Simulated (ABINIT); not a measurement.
**GaSb3 in ABINIT: the effect of functional**

The system is GaSb3.

```
CELL_PARAMETERS angstrom
0.00000 3.73060 3.73060
3.73060 0.00000 3.73060
3.73060 3.73060 0.00000
ATOMIC_POSITIONS crystal
Sb 0.50000 0.50000 0.50000
Sb 0.75000 0.75000 0.75000
Sb 0.25000 0.25000 0.25000
Ga 0.00000 0.00000 0.00000
```

The cell comes from a database or a generator and needn't be the stable form of this composition.

Alike in all runs:

```yaml
Program: ABINIT 10.8.3 (patched build)
Task: band structure
k_mesh: 6 × 6 × 6
Occupations: fermi-dirac, width 0.05 eV
Spin: no spin polarisation
```

```tsv
functional	potentials or basis	cutoff	pressure (GPa)
PBEsol	PseudoDojo NC SR PBEsol v0.4.1 standard	1088 eV	?
LDA	JTH PAW LDA v2.0	463 eV	-4.7
r2SCAN	JTH PAW PBE v2.0	544 eV	-1.5
PBE	JTH PAW PBE v2.0	463 eV	-0.8
```

Question: What does the run with functional PBEsol give?

Answer: Pressure -3.5 GPa.

Caveats: the PAW data sets were made with another functional, which shifts forces and pressure a little (some runs).
